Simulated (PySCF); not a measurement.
# FeH3O3 (Fe(OH)3): the cost of one run

Programs: PySCF 2.14.0, with routines of our own; each step states its level. All values are computed. Atoms count from 0.

## Step 1: The system as given

7 atoms, charge 0, states of the metal's open shell are computed; geometry from: model start, shaken.

## Step 2: Geometry optimisation at PBE0-D3(BJ)/def2-TZVP

The job: settings as JSON, then the geometry in Å.

```
{"job": {"xc": "PBE0", "basis": "def2-TZVP", "d3": "d3bj", "grid": 1, "maxiter": 45, "kind": "geom"}, "charge": 0, "metal": "Fe", "open_shell": "d5"}
Fe     0.000020     0.004480    -0.004110
O      1.781640    -0.006820    -0.014870
H      2.335900     0.820100    -0.007380
O     -0.906810     1.561860     0.005350
H     -1.858740     1.608210    -0.000440
O     -0.887070    -1.574680    -0.006860
H     -0.503200    -2.441510    -0.027630
```

Launch:

```console
OMP_NUM_THREADS=1 python lf_run.py task.json out
```

The driver reads the jobs from task.json and runs them one after another.

Q: Estimate the wall time and peak memory of this first job on 1 thread of AMD EPYC 9R14, shared host.

About 38 s, with a peak of 0.52 GiB.
